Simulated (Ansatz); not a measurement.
# TiHg3Sb2: the cost of one run

Program: Ansatz 0.2.0. Level of theory: DFT PBE, scalar-relativistic, plane waves, PAW. These are calculated values, not measurements.

### 1 The starting structure

Symmetry: P-4m2, No. 115, tetragonal system. Conventional cell: a = 4.039 Å, b = 4.039 Å, c = 8.853 Å, α = 90.00°, β = 90.00°, γ = 90.00°. Ti (site symmetry -4m2) has 4 Hg at 2.86 Å and 4 Sb at 3.10 Å in its first shell of neighbours. Hg (site symmetry -4m2) has 4 Ti at 2.86 Å and 4 Sb at 3.10 Å in its first shell of neighbours. Around Hg (site symmetry 2mm) lie 5 Sb at 3.04 to 3.12 Å. Sb (site symmetry 2mm) has 7 Hg at 3.04 to 3.12 Å and 2 Ti at 3.10 Å in its first shell of neighbours.

Coordinates:

```xyz
6
Lattice="4.0395 0.0000 0.0000 0.0000 4.0395 0.0000 0.0000 0.0000 8.8530" Properties=species:S:1:pos:R:3 pbc="T T T"
Ti    0.0000    0.0000    0.0000
Hg    2.0197    2.0197    0.0000
Hg    0.0000    2.0197    3.3819
Hg    2.0197    0.0000    5.4712
Sb    0.0000    2.0197    6.4981
Sb    2.0197    0.0000    2.3549
```

Recipe of the guess: species swapped into a database cell of Hf2CuSb3 (P-4m2, No. 115), with Sb on the Hf sites, Ti on the Cu sites and Hg on the Sb sites. The dimensions are guesses.

### 2 The guess as it stands, on a coarse mesh

Contents of input.yaml:

```yaml
crystal:
  lattice:
    - [4.03947229, 0.0, 0.0]
    - [0.0, 4.03947229, 0.0]
    - [0.0, 0.0, 8.85303217]
  atoms:
    - { symbol: Ti, position: [0.0, 0.0, 0.0] }
    - { symbol: Hg, position: [0.5, 0.5, 0.0] }
    - { symbol: Hg, position: [0.0, 0.5, 0.382] }
    - { symbol: Hg, position: [0.5, 0.0, 0.618] }
    - { symbol: Sb, position: [0.0, 0.5, 0.73400003] }
    - { symbol: Sb, position: [0.5, 0.0, 0.26599997] }
basis:
  ecutwfc: 420
kpoints:
  mp_grid: { grid: [4, 4, 2] }
hamiltonian:
  xc: pbe
scf:
  occupations: { method: gaussian, width: 0.1 }
  lower_state_search: "off"
output:
  forces: true
  stress: true
  eigenvalues: true
```

On the command line:

```bash
ansatz run input.yaml --threads 1 --pin off --max-ram 2560MiB --backend cpu --events-out ev --progress --plain --runs-dir out
```

**Question.** How long does this run take on 1 thread of Arm Neoverse N1, shared host, and how much memory does it need?

About 14 s, with a peak of 0.4 GiB.
